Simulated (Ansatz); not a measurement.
Geometry optimisation, Ansatz, DFT PBE, scalar-relativistic, plane waves, PAW.

Input file:

```yaml
crystal:
  lattice:
    - [5.69554, 0.0, 0.0]
    - [0.0, 5.59454, 0.0]
    - [0.0, 0.0, 18.576643]
  atoms:
    - { symbol: W, position: [0.0, 0.0, 0.053831] }
    - { symbol: C, position: [0.0, 0.25, 0.1423379] }
    - { symbol: W, position: [0.25, 0.0, 0.1865914] }
    - { symbol: C, position: [0.25, 0.25, 0.2750982] }
    - { symbol: W, position: [0.0, 0.0, 0.3193517] }
    - { symbol: C, position: [0.5, 0.25, 0.4078586] }
    - { symbol: W, position: [0.0, 0.5, 0.053831] }
    - { symbol: C, position: [0.0, 0.75, 0.1423379] }
    - { symbol: W, position: [0.25, 0.5, 0.1865914] }
    - { symbol: C, position: [0.25, 0.75, 0.2750982] }
    - { symbol: W, position: [0.0, 0.5, 0.3193517] }
    - { symbol: C, position: [0.5, 0.75, 0.4078586] }
    - { symbol: W, position: [0.5, 0.0, 0.053831] }
    - { symbol: C, position: [0.5, 0.25, 0.1423379] }
    - { symbol: W, position: [0.75, 0.0, 0.1865914] }
    - { symbol: C, position: [0.75, 0.25, 0.2750982] }
    - { symbol: W, position: [0.5, 0.0, 0.3193517] }
    - { symbol: C, position: [1.0, 0.25, 0.4078586] }
    - { symbol: W, position: [0.5, 0.5, 0.053831] }
    - { symbol: C, position: [0.5, 0.75, 0.1423379] }
    - { symbol: W, position: [0.75, 0.5, 0.1865914] }
    - { symbol: C, position: [0.75, 0.75, 0.2750982] }
    - { symbol: W, position: [0.5, 0.5, 0.3193517] }
    - { symbol: C, position: [1.0, 0.75, 0.4078586] }
    - { symbol: Hf, position: [0.5293252, 0.4774003, 0.5284401] }
basis:
  ecutwfc: 420.0
kpoints:
  mp_grid: { grid: [3, 3, 1] }
hamiltonian:
  xc: pbe
  pseudopotentials: { kind: paw, azcp: { folder: soft_1 } }
scf:
  occupations: { method: fermi_dirac, width: 0.1 }
  lower_state_search: "off"
relax:
  f_tol: 0.08
  max_steps: 25
  adjacent_minimum: "off"
  constraints: [{ sites: [0, 6, 12, 18] }]
```

Run as:

```bash
$ ansatz run input.yaml --threads 4 --pin off --max-ram 10240MiB --backend cpu --events-out ev --progress --plain --runs-dir out
```

Q: Where does it end, and by what steps?

A: The run converged. Limits of this set-up: coarse k mesh, thin slab, slab without dipole correction. After 17 steps the energy has fallen by 11.559 eV; Hf25 moved furthest, 1.56 Å. Joined: C6–C18 (2.85 → 1.49 Å), W11–Hf25 (4.72 → 3.13 Å), C12–C24 (2.85 → 1.49 Å), C18–Hf25 (3.72 → 2.09 Å), C24–Hf25 (3.81 → 2.09 Å).

| step | energy less start (eV) | largest force component (eV/Å) | accepted |
| --- | --- | --- | --- |
| 0 | 0.0000 | 6.283 | yes |
| 1 | -2.1943 | 6.829 | yes |
| 2 | -3.9426 | 6.071 | yes |
| 3 | -5.1526 | 3.403 | yes |
| 4 | -5.7842 | 1.012 | yes |
| 5 | -6.2508 | 1.967 | yes |
| 6 | -6.8756 | 2.667 | yes |
| 7 | -7.6435 | 2.937 | yes |
| 8 | -8.4280 | 2.412 | yes |
| 9 | -9.1364 | 1.036 | yes |
| 10 | -9.9790 | 1.539 | yes |
| 11 | -11.0367 | 1.509 | yes |
| 12 | -10.6806 | 8.350 | no |
| 13 | -11.4159 | 1.058 | yes |
| 14 | -11.4837 | 1.447 | yes |
| 15 | -11.5554 | 0.120 | yes |
| 16 | -11.5578 | 0.137 | yes |
| 17 | -11.5585 | 0.015 | yes |

```xyz
25
Lattice="5.6955 0.0000 0.0000 0.0000 5.5945 0.0000 0.0000 0.0000 18.5766" Properties=species:S:1:pos:R:3
W 0.000 0.000 1.000
C 0.010 1.398 2.624
W 1.424 0.000 3.550
C 1.424 1.412 5.256
W -0.034 -0.001 6.094
C 3.525 1.296 7.645
W 0.000 2.797 1.000
C 0.010 4.195 2.624
W 1.424 2.797 3.555
C 1.424 4.181 5.256
W -0.039 2.797 6.094
C 3.525 4.297 7.646
W 2.848 0.000 1.000
C 2.837 1.399 2.624
W 4.271 0.000 3.508
C 4.271 1.405 5.149
W 2.882 -0.001 6.095
C 5.011 1.294 7.643
W 2.848 2.797 1.000
C 2.837 4.195 2.624
W 4.271 2.797 3.506
C 4.272 4.188 5.149
W 2.887 2.797 6.094
C 5.010 4.299 7.643
Hf 4.269 2.796 8.900
```

Run time: 4.6 min on 4 threads of Intel(R) Xeon(R) Platinum 8259CL CPU @ 2.50GHz (Skylake/Cascade Lake), on a shared host, peak memory 2 GiB.
